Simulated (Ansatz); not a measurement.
# MoSi (quintet): from Hartree-Fock to the top rungs, def2-TZVPP

An exercise on one series of results from a longer session: the logs are not shown, and one member is left open.

Program: Ansatz 0.2.0, Gaussian basis. Level of theory: def2-TZVPP, core rule «outside noble gas», up to 9 orbitals frozen. These are calculated values, not measurements.

Plan: UHF; ROHF; CCSD(T) on UHF.

2 further runs of the same task are left out: 2 set aside as unsound or not needed.

## The geometry

The geometry is a PBE0/def2-TZVP stationary point (not a proven minimum) of the parent state, kept for this charge and spin. No spin-orbit coupling is included. Elements past krypton take def2 core potentials.

2 atoms, charge 0, spin multiplicity 5.

Atoms are counted from 1 here; the program's logs count them from 0.

Bond lengths: Mo1–Si2 2.214 Å.

Set-up of the first run:

Input file in.yaml:

```yaml
crystal:
  periodic: [false, false, false]
  atoms:
    - {symbol: Mo, position_ang: [0.000000, 0.000000, 0.000000]}
    - {symbol: Si, position_ang: [0.000000, 0.000000, 2.214400]}
basis:
  gaussian: {orbitals: def2-TZVPP}
magnetization: {spin_polarized: true, initial_magnetization: 4}
hamiltonian: {xc: hf}
output: {orbitals: {seedname: orbitals}}
```

On the command line:

```sh
ansatz run in.yaml --threads 1 --pin off --events-out ev --progress --plain --max-ram 4096MiB --backend cpu
```

Steps of the session up to this table: UHF; ROHF; CCSD(T) on UHF.

One table of the session follows, with a row left open; its other results are not shown here.

```
  method  from UCCSD(T) (meV)
    ROHF              +8196.2
    UMP2              +1423.0
   UCCSD                    ?
UCCSD(T)                    0
```

Estimate the missing values for UCCSD.

**Answer.** from UCCSD(T) (meV): +457.3. In the column «from UCCSD(T) (meV)» it lies between UCCSD(T) (0) and UMP2 (+1423.0).

Left out of the table: UHF (another determinant or state than the rows shown).

Limits of these values: The determinant is far from a pure spin state, so its energy mixes those of several spin states (harmless only where they are near-degenerate, as at dissociation). Warnings: spin contamination; coupled cluster took another determinant than the lowest.
